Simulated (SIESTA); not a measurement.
Runs of SIESTA 5.4.2 on Ta3AsAu2O13. The typed cell holds 19 atoms: a = 5.724 Å, b = 6.389 Å, c = 8.473 Å, α = 80.92°, β = 88.19°, γ = 78.31°. The cell was built by a generator and needn't be a form met in nature.

```tsv
level	potentials or basis	gap on the mesh (eV)	pressure (GPa)	largest force (eV/Å)
BLYP	PseudoDojo 0.4 standard (PBE files), DZP (energy shift 0.003 Ry; two zetas on semicore shells)	1.19	(a)	1.11
PBE	PseudoDojo 0.4 standard (PBE files), DZP (energy shift 0.003 Ry; two zetas on semicore shells)	1.16	3.8	0.86
RPBE	PseudoDojo 0.4 standard (PBE files), DZP (energy shift 0.003 Ry; two zetas on semicore shells)	1.18	(c)	0.98
AM05	PseudoDojo 0.4 standard (PBEsol files), DZP (energy shift 0.003 Ry; two zetas on semicore shells)	1.12	(b)	0.63
LDA	PseudoDojo 0.4 standard (LDA files), DZP (energy shift 0.003 Ry; two zetas on semicore shells)	1.10	-5.1	0.63
PBEsol	PseudoDojo 0.4 standard (PBEsol files), DZP (energy shift 0.003 Ry; two zetas on semicore shells)	1.12	-0.9	0.68
```

Alike in all rows: task band structure; no spin polarisation; cell as given; k mesh 5 × 5 × 4; smearing fermi-dirac 0.05 eV; grid cutoff 800 Ry; energy shift 0.003 Ry.

Q: Fill in the values left out.

A: (a) 8.3; (b) -0.5; (c) 6.4.

Caveats: short orbitals over semicore shells can move pressures by several GPa; spin-orbit coupling is left out, which moves the levels of the heavy elements; the basis of atomic orbitals isn't converged, which shifts pressures, moduli and gaps; the potentials were made for another functional, which shifts forces and pressure (some runs).

A k mesh can miss the band edges, and the runs leave out spin-orbit coupling on As, Au, Ta.
